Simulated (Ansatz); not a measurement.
AgRh:

```
Ag Rh
1.0
     2.77759    0.00000    0.00000
    -1.38879    2.40546    0.00000
     0.00000    0.00000    4.80860
Ag Rh
1 1
Direct
  0.00000 0.00000 0.50000
  0.66667 0.33333 0.00000
```

The cell comes from a database or a generator and needn't be the stable form of this composition.

* Program: Ansatz 0.2.0
* Task: relaxation of cell and atoms
* Functional: PBEsol0
* Potentials or basis: Ansatz PAW
* Cutoff: 420 eV (not typed: the program's choice for these potentials)
* k mesh: 6 × 6 × 3
* Occupations: fermi-dirac, width 0.05 eV
* Spin: no spin polarisation

At the start: volume 16.06 Å³/atom.

Task: Where does the relaxation end?

Result: It ends after 6 steps and the volume is 14.86 Å³/atom (-7.5 %); space group P-6m2 (No. 187, to 0.05 Å).

The path:
```tsv
step	energy change (eV)	largest force (eV/Å)	volume (Å³)
1	0.0000	0.0000	32.13
2	-0.0189	0.0000	27.78
3	-0.1042	0.0000	30.06
4	-0.1069	0.0000	29.77
5	-0.1070	0.0000	29.72
6	-0.1051	0.0000	29.72
```

Final structure:
```xyz
2
Lattice="2.6982 0.0000 0.0000 -1.3491 2.3367 0.0000 0.0000 0.0000 4.7142" Properties=species:S:1:pos:R:3 pbc="T T T"
Ag    0.0000    0.0000    2.3571
Rh    1.3491    0.7789    0.0000
```

Caveat: the k mesh is coarse (spacing up to 0.44 Å⁻¹), so the values aren't converged, least of all with exact exchange; the plane-wave basis is chosen anew once the cell has moved, so the energies of steps on either side of that aren't comparable; the PAW data sets come from PBE, with cores solved anew for the run's functional, which leaves a small shift of forces and pressure.
